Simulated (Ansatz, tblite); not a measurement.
Li₂MgSiTe₄: GFN2-xTB, run from Python

These are simulated results from tblite 0.8.0, not measurements. The cell was built from a prototype and was relaxed with r2SCAN in plane waves (Ansatz 0.2.0). It may be hypothetical. All runs are without spin polarisation.

It is tetragonal, I-4 (No. 82); a = 6.432 Å, c = 11.944 Å in the conventional setting, 30.88 Å³ an atom. Li is surrounded by 4 Te at 2.86 Å; Li is surrounded by 4 Te at 2.73 Å; Mg is surrounded by 4 Te at 2.79 Å; Si is surrounded by 4 Te at 2.52 Å; Te is surrounded by 1 Si at 2.52 Å and 2 Li at 2.73–2.86 Å and 1 Mg at 2.79 Å.

tblite solves periodic systems at the zone centre alone, so the script builds a cluster of 2×2×1 conventional cells (64 atoms), which folds in a coarse mesh of k points.

run.py reads:

```python
import json
from ase import Atoms
from ase.build import make_supercell
from ase.units import Bohr, GPa, Hartree
from tblite.interface import Calculator

atoms = Atoms(['Li', 'Li', 'Mg', 'Si', 'Te', 'Te', 'Te', 'Te'],
              cell=[[-3.21596992, 3.21596992, 5.97214939], [3.21596992, -3.21596992, 5.97214939], [3.21596992, 3.21596992, -5.97214939]],
              scaled_positions=[[0.0, 0.0, 0.0], [0.75, 0.25, 0.5], [0.25, 0.75, 0.5], [0.5, 0.5, 0.0], [0.147797759, 0.604585856, 0.992459013], [0.395414144, 0.387873156, 0.543211903], [0.612126844, 0.155338746, 0.007540987], [0.844661254, 0.852202241, 0.456788097]],
              pbc=True)
cluster = make_supercell(atoms, [[0, 2, 2], [2, 0, 2], [1, 1, 0]])
calc = Calculator('GFN2-xTB', cluster.numbers, cluster.positions / Bohr, lattice=cluster.cell[:] / Bohr, periodic=cluster.pbc)
calc.set('temperature', 0.02 / Hartree)
calc.set('max-iter', 150)
res = calc.singlepoint()
levels = res.get('orbital-energies') * Hartree
nv = round(res.get('orbital-occupations').sum() / 2)
cells = len(cluster) // len(atoms)
out = {'energy_per_cell': res.get('energy') * Hartree / cells, 'homo': levels[nv - 1], 'lumo': levels[nv],
       'stress': (-res.get('virial') * Hartree / cluster.get_volume() / GPa).tolist(), 'charges': res.get('charges')[:len(atoms)].tolist(), 'electrons': 2 * nv / cells}
json.dump(out, open('results.json', 'w'))
for key, value in out.items():
    print(key, value)
```

Command: `python run.py`. It took 6.5 s on 1 thread of Arm Neoverse V2 (shared host), peak memory 0.13 GiB.

What it printed:

```
------------------------------------------------------------
  cycle        total energy    energy error   density error
------------------------------------------------------------
      1     -113.1401271197  -1.1359555E+02   4.7108136E-01
      2     -61.85722503017   5.1282902E+01   7.2829162E-01
      3     -119.0592306338  -5.7202006E+01   2.6046037E-01
      4     -122.8156471844  -3.7564166E+00   3.3307696E-01
      5     -122.8585480371  -4.2900853E-02   3.4609996E-01
      6     -118.9372960376   3.9212520E+00   4.0865129E-01
      7     -122.6669685658  -3.7296725E+00   1.6446480E-01
      8     -122.7318685421  -6.4899976E-02   2.2145235E-01
      9     -123.2924278415  -5.6055930E-01   1.3943879E-01
     10     -123.7645635057  -4.7213566E-01   2.3796831E-02
     11     -123.7596784582   4.8850475E-03   3.3061151E-02
     12     -123.7860625972  -2.6384139E-02   1.3879020E-02
     13     -123.7839926155   2.0699817E-03   1.1165416E-02
     14     -123.7826830271   1.3095884E-03   1.2738271E-02
     15     -123.7837430744  -1.0600473E-03   1.2150081E-02
     16     -123.7868271530  -3.0840785E-03   7.5574753E-03
     17     -123.7883063876  -1.4792346E-03   1.9222800E-03
     18     -123.7883674203  -6.1032708E-05   6.4967385E-04
     19     -123.7883617624   5.6579180E-06   7.7487547E-04
     20     -123.7883580083   3.7540739E-06   7.8409602E-04
     21     -123.7883668608  -8.8524386E-06   3.8745811E-04
     22     -123.7883689638  -2.1030255E-06   2.3651424E-04
     23     -123.7883695466  -5.8279070E-07   1.8185873E-04
     24     -123.7883699240  -3.7738221E-07   1.3940944E-04
     25     -123.7883697189   2.0509216E-07   1.5465293E-04
     26     -123.7883697058   1.3073731E-08   1.4711764E-04
     27     -123.7883699597  -2.5385705E-07   1.1939912E-04
     28     -123.7883697878   1.7189944E-07   1.3580293E-04
     29     -123.7883697924  -4.6784265E-09   1.2738254E-04
     30     -123.7883700435  -2.5110009E-07   9.8968531E-05
     31     -123.7883703911  -3.4754200E-07   4.6482033E-05
     32     -123.7883704292  -3.8098634E-08   3.4925020E-05
     33     -123.7883704474  -1.8206904E-08   2.6410409E-05
     34     -123.7883704432   4.2007287E-09   2.8936186E-05
     35     -123.7883704451  -1.9559110E-09   2.8682455E-05
     36     -123.7883704534  -8.2537213E-09   2.2930634E-05
     37     -123.7883704531   3.1950265E-10   2.3196612E-05
     38     -123.7883704536  -5.5979399E-10   2.3358746E-05
     39     -123.7883704587  -5.0730193E-09   1.9058101E-05
------------------------------------------------------------

 total:                                   5.880 sec
energy_per_cell -421.0566417348912
homo -8.679593878919963
lumo -7.053765433382015
stress [[1.3151445638205732, -5.858012076898555e-07, -4.0613588116642435e-08], [-5.858012076264375e-07, 1.31514428210368, 1.1174910627477555e-06], [-4.061358796837069e-08, 1.1174910627067296e-06, 1.8662042276990485]]
charges [0.09330176493184261, 0.08040748190366387, 0.25589944747631316, 0.07260909408450764, -0.1255565300198136, -0.12554753439053926, -0.1255555140534285, -0.12555390917031245]
electrons 32.0
```

The cycle table is in hartree for the whole cluster, and the lines after it are in eV (the energy for one cell). The printed stress is in GPa and positive in compression, and the pressure is its mean diagonal.

GFN2-xTB gives a gap of 1.63 eV. On the same cell, plane-wave PBE (Ansatz, 6×6×6 k points and the special points) gives a gap of 1.82 eV and r2SCAN a gap of 2.14 eV; on shared hosts these took about 55 and 120 core-seconds on the 8-atom cell, against 6.5 for the script. Spin-orbit coupling, left out in all these runs, can cut or reorder the gap by tenths of an eV, up to about 1 eV with Pb or Bi. xTB was fitted to molecules, so gaps, charges and pressures of solids can be far off, and the gap also depends on the size of the cluster.

The same script was run on cells scaled at fixed shape and fractional coordinates:

```
volume (Å³/atom)  energy (meV/atom)  pressure (GPa, positive in compression)  gap (eV)
           27.18              118.3                                     9.70      2.72
           29.03               35.5                                     4.89      2.10
           30.88                0.0                                     1.50      1.63
           32.74               -2.4                                    -0.92      1.27
           34.59               14.2                                    -1.20      1.00
```

A Birch-Murnaghan fit puts the minimum at 32.02 Å³/atom, 3.7 % above the given cell, with a bulk modulus of 35.6 GPa at fixed shape.

xTB was fitted mostly to molecules, and a small cluster samples few k points, so gaps, pressures and kinks along a curve can be far from a solid's.

No spin-orbit coupling is included; it can move band edges with weight on the heavy atoms by tenths of an eV.
